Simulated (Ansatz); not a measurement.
This script drives Ansatz 0.2.0 through its Python package.

Script `hull.py`:
```python
"""Stability of Pb-Au compounds against each other, after relaxing cells and atoms."""

from collections import Counter
import logging
import sys

import ansatz as az
from ase import Atoms
import numpy as np
from tabulate import tabulate

logging.basicConfig(stream=sys.stdout, format="[%(levelname)s] %(message)s")
log = logging.getLogger("calc")
log.setLevel(logging.INFO)


def run_phase(name, crystal):
    calc = crystal.calculation()
    calc = calc.functional("pbesol")
    calc = calc.basis(510).scf(tolerance=1e-07)
    calc = calc.kpoints(spacing=0.33)
    calc = calc.occupations("fermi_dirac", width=0.05)
    calc = calc.relax(force_tolerance=0.01, cell=True)
    return calc.run(threads=1)


def counts(outcome):
    return Counter(site.symbol for site in outcome.lattice.sites)

def formation_energy(outcome, mu):
    n = counts(outcome)
    return (outcome.report["energy_sigma0_ev"] - sum(k * mu[element] for element, k in n.items())) / sum(n.values())


def main() -> None:
    phases = {}
    pbau3_fm_3m = (
        az.Lattice.fcc(6.963992)
        .space_group(225)
        .atom("Pb", (0.5, 0.0, 0.0))
        .atom("Au", (0.25, 0.25, 0.75))
        .atom("Au", (0.0, 0.0, 0.0))
        .primitive()
    )
    phases["PbAu3 Fm-3m"] = pbau3_fm_3m
    atoms = Atoms(
        ["Pb", "Pb", "Au", "Au", "Au", "Au"],
        scaled_positions=[
            (0.0, 0.0, 0.0),
            (0.25, 0.25, 0.25),
            (0.625, 0.625, 0.625),
            (0.125, 0.625, 0.625),
            (0.625, 0.625, 0.125),
            (0.625, 0.125, 0.625),
        ],
        cell=[
            (0.0, 3.9635, 3.9635),
            (3.9635, 0.0, 3.9635),
            (3.9635, 3.9635, 0.0),
        ],
        pbc=True,
    )
    pbau2_fd_3m = az.Crystal.from_ase(atoms)
    phases["PbAu2 Fd-3m"] = pbau2_fd_3m
    pb = (
        az.Lattice.fcc(4.95004)
        .space_group(225)
        .atom("Pb", (0.0, 0.0, 0.0))
        .primitive()
    )
    phases["Pb"] = pb
    au = (
        az.Lattice.of((0.0, 2.035, 2.035), (2.035, 0.0, 2.035), (2.035, 2.035, 0.0))
        .atom("Au", (0.0, 0.0, 0.0))
    )
    phases["Au"] = au

    done = {name: run_phase(name, crystal) for name, crystal in phases.items()}

    # chemical potentials of the elements at zero temperature
    references = {"Pb": "Pb", "Au": "Au"}
    mu = {element: done[name].report["energy_sigma0_ev"] / len(done[name].lattice.sites) for element, name in references.items()}
    points = sorted((counts(o)["Au"] / len(o.lattice.sites), formation_energy(o, mu), name) for name, o in done.items())

    # walk in x and drop points that lie above the chord
    hull = []
    for x, e, _ in points:
        while len(hull) > 1 and (hull[-1][0] - hull[-2][0]) * (e - hull[-2][1]) - (hull[-1][1] - hull[-2][1]) * (x - hull[-2][0]) <= 0:
            hull.pop()
        hull.append((x, e))
    rows = [(name, x, e, e - np.interp(x, *zip(*hull))) for x, e, name in points]
    print(tabulate(rows, headers=["phase", "x(Au)", "E_form (eV/atom)", "above hull (eV/atom)"], floatfmt=".4f", tablefmt="psql"))
    print("on the hull of these phases:", ", ".join(row[0] for row in rows if row[3] < 1e-6))


if __name__ == "__main__":
    main()
```

It is started by `python hull.py`. Estimate its wall time and peak memory on 1 thread of Intel(R) Xeon(R) 6975P-C (Granite Rapids) (shared host).

It took about 18 s, with a peak of 0.59 GiB, for 4 runs of the engine.

```console
$ python hull.py
DeckWarning: relax.cell: scf.convergence.dr2_threshold = 1e-7 eV (the SCF's general default) is looser than the 4e-10 eV advised for a relaxation that steers and ends on the stress (1e-10 eV for each [...]
DeckWarning: relax.cell: scf.convergence.dr2_threshold = 1e-7 eV (the SCF's general default) is looser than the 6e-10 eV advised for a relaxation that steers and ends on the stress (1e-10 eV for each [...]
DeckWarning: relax.cell: scf.convergence.dr2_threshold = 1e-7 eV (the SCF's general default) is looser than the 1e-10 eV advised for a relaxation that steers and ends on the stress (1e-10 eV for each [...]
+-------------+---------+--------------------+------------------------+
| phase       |   x(Au) |   E_form (eV/atom) |   above hull (eV/atom) |
|-------------+---------+--------------------+------------------------|
| Pb          |  0.0000 |             0.0000 |                 0.0000 |
| PbAu2 Fd-3m |  0.6667 |            -0.0335 |                 0.0000 |
| PbAu3 Fm-3m |  0.7500 |             0.1280 |                 0.1531 |
| Au          |  1.0000 |             0.0000 |                 0.0000 |
+-------------+---------+--------------------+------------------------+
on the hull of these phases: Pb, PbAu2 Fd-3m, Au
```
(Warnings from the package without file and line, shortened.)

Reading the output:
- For the metals among these phases the mesh is modest: differences between phases can be off by up to 40 meV an atom.
- Spin-orbit coupling, which matters for elements this heavy, is left out.
- The cells come from databases of deposited and of computed structures, and not all need be stable phases.
- Differences under about 40 meV an atom lie within the error of mesh and functional, so such verdicts may flip; only the cells listed enter the hull.

(Lines on the test bed's own set-up are left out of the output.)
